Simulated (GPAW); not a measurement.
## As2Se: relaxation of cell and atoms with PBEsol

Crystal: As2Se.

```xyz
6
Lattice="-3.5294 3.5294 2.6536 3.5294 -3.5294 2.6536 3.5294 3.5294 -2.6536" Properties=species:S:1:pos:R:3 pbc="T T T"
Se    3.5294    0.0000    1.3268
Se    0.0000    0.0000    2.6536
As   -1.7647    3.5294    1.9902
As    1.7647    3.5294    1.9902
As    0.0000    1.7647    0.6634
As    0.0000    5.2941    0.6634
```

The cell comes from a database or a generator and needn't be the stable form of this composition.

```json
{
 "Program": "GPAW 26.7.0",
 "Task": "relaxation of cell and atoms",
 "Functional": "PBEsol",
 "Potentials or basis": "PAW data sets generated in the run's folder for this functional",
 "Cutoff": "600 eV",
 "Basis": "pw",
 "k mesh": "4 × 4 × 4",
 "Occupations": "fermi-dirac, width 0.05 eV",
 "Spin": "no spin polarisation",
 "Target pressure": "2 GPa",
 "Maxiter": "150",
 "Optimizer": "BFGS",
 "Fmax": "0.02 eV/Å",
 "Max steps": "60",
 "Convergence": "density=1e-05 forces=0.0001"
}
```

```json
{
 "Relaxed volume": "20.35 Å³/atom",
 "Relaxed cell": "a = 5.500 Å, b = 5.500 Å, c = 5.500 Å, α = 102.88°, β = 102.88°, γ = 123.65°",
 "Space group after relaxing (to 0.05 Å)": "I4_1/amd (No. 141)",
 "Energy change on relaxing (the enthalpy is what falls)": "-11.2 meV/atom",
 "Ionic steps": "8",
 "Pressure after relaxing": "2.0 GPa",
 "Band gap on the k mesh": "none (metal or under the smearing width)"
}
```

The path:
| step | energy change (eV) | largest force (eV/Å) | pressure (GPa) | volume (Å³) |
| --- | --- | --- | --- | --- |
| 1 | 0.0000 | 0.0000 | -3.83 | 132.22 |
| 2 | -0.0178 | 0.0000 | -3.46 | 131.46 |
| 3 | -0.0591 | 0.0000 | 2.53 | 121.96 |
| 4 | -0.0713 | 0.0000 | 1.89 | 122.81 |
| 5 | -0.0709 | 0.0000 | 1.91 | 122.76 |
| 6 | -0.0652 | 0.0000 | 2.23 | 122.05 |
| 7 | -0.0654 | 0.0000 | 2.17 | 122.00 |
| 8 | -0.0670 | 0.0000 | 2.03 | 122.10 |

Final structure:
```
CELL_PARAMETERS angstrom
-3.42834 3.42834 2.59720
3.42834 -3.42834 2.59720
3.42834 3.42834 -2.59720
ATOMIC_POSITIONS crystal
Se 0.25000 0.75000 0.50000
Se 0.50000 0.50000 0.00000
As 0.87500 0.12500 0.25000
As 0.87500 0.62500 0.75000
As 0.37500 0.12500 0.25000
As 0.87500 0.12500 0.75000
```

Levels at points of the mesh, in eV from the Fermi level:
| k point | band 14 | band 15 | band 16 | band 17 | band 18 | band 19 |
| --- | --- | --- | --- | --- | --- | --- |
| (0.00, 0.00, 0.00) | -3.13 | -3.13 | -1.05 | 2.57 | 3.13 | 3.19 |
| (0.50, 0.00, 0.50) | -1.63 | -0.59 | -0.11 | 0.15 | 0.46 | 1.60 |
| (0.50, 0.50, 0.00) | -1.59 | -1.28 | -1.28 | -0.12 | -0.12 | 1.86 |
| (0.50, 0.50, 0.50) | -0.83 | -0.41 | -0.41 | 0.46 | 0.46 | 0.47 |

Run time: 2.2 min on 1 thread of Intel(R) Xeon(R) Platinum 8488C (Sapphire Rapids), on a shared host, peak memory 0.27 GiB.

Caveat: the k mesh is coarse (spacing up to 0.37 Å⁻¹), so the values aren't converged; later steps reuse the first step's grids.
